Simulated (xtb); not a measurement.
**[WClO3]− ([WO3Cl]-) at GFN2-xTB**

Wanted: a geometry optimisation of [WClO3]− ([WO3Cl]-). 

The calculation is run with xtb 6.7.1.

1 further run of the same task is left out (set aside as unsound or not needed).

## Step 1: Starting point

[WClO3]−: 5 atoms, total charge -1, spin state singlet. SMILES: `[O]=[W-](=[O])(=[O])[Cl]`. All atoms were displaced at random from a relaxed shape. The run starts from this shape.

Bond lengths: W1–O2 1.714 Å, W1–O3 1.725 Å, W1–O4 1.642 Å, W1–Cl5 2.351 Å. Angles: O2–W1–O3 111.0°, O2–W1–O4 115.8°, O2–W1–Cl5 102.2°, O3–W1–O4 121.0°, O3–W1–Cl5 99.6°, O4–W1–Cl5 103.5°.

## Step 2: A structure relaxation at GFN2-xTB

geom.xyz reads:

```xyz
5

W      0.07175000     0.25194000     0.06464000
O      0.06369000     0.00244000     1.75994000
O      1.65310000     0.02370000    -0.58629000
O     -0.90465000     1.45221000    -0.48486000
Cl    -0.96422000    -1.70348000    -0.72956000
```

Run with:

```bash
$ xtb geom.xyz --chrg -1 --gfn2 -o extreme | tee run.log
```

What values should one expect? Wanted: total energy at the end; HOMO energy; LUMO energy; HOMO–LUMO gap; dispersion energy; mean polarisability.

Answer, from the run:

At GFN2-xTB:

| quantity | value |
| --- | --- |
| total energy at the end | -19.55609 Eh |
| HOMO energy | -6.30 eV |
| LUMO energy | -1.66 eV |
| HOMO–LUMO gap | 4.64 eV |
| dispersion energy | -12.41 kJ/mol |
| mean polarisability (D4 model) | 80.1 bohr³ |

What this shows: At the final geometry: Bond lengths: W1–O2 1.705 Å, W1–O3 1.705 Å, W1–O4 1.705 Å, W1–Cl5 2.272 Å. Angles: O2–W1–O3 113.9°, O2–W1–O4 113.9°, O2–W1–Cl5 104.6°, O3–W1–O4 113.9°, O3–W1–Cl5 104.6°, O4–W1–Cl5 104.6°. The optimisation took 11 steps and changed the energy by -0.152 eV. Mulliken charges run from -0.61 on O2 to +1.06 on W1.
